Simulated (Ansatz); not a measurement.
Crystal: Bi2Te3 (Tellurobismuthite).

```
CELL_PARAMETERS angstrom
2.19300 1.26613 10.16567
-2.19300 1.26613 10.16567
0.00000 -2.53226 10.16567
ATOMIC_POSITIONS crystal
Bi 0.60000 0.60000 0.60000
Bi 0.40000 0.40000 0.40000
Te 0.79050 0.79050 0.79050
Te 0.20950 0.20950 0.20950
Te 0.00000 0.00000 0.00000
```

Base run:

| Property | Result |
| --- | --- |
| Program | Ansatz 0.2.0 |
| Functional | PBE |
| Potentials or basis | all-electron LAPW, scalar-relativistic |
| Cutoff | 187 eV |
| Density cutoff | 746 eV |
| Basis error allowed | 0.002 eV/atom |
| k mesh | 7 × 7 × 7 |
| Occupations | fermi-dirac, width 0.05 eV |
| Spin | no spin polarisation |

Its results: band gap on the k mesh 0.29 eV, direct; pressure 1.9 GPa; largest force 0.041 eV/Å.

**Question.** The run is repeated on the same cell with these changes: functional from PBE to PBEsol. What comes out?

**Answer.** Band gap on the k mesh 0.24 eV, direct; pressure -0.6 GPa; largest force 0.113 eV/Å.

PBEsol binds more tightly than PBE, so the same cell stands under less pressure.

Caveats: spin-orbit coupling is left out, which as a rule narrows the gap of such compounds by several tenths of an eV.

Not every run made on this cell is shown here.
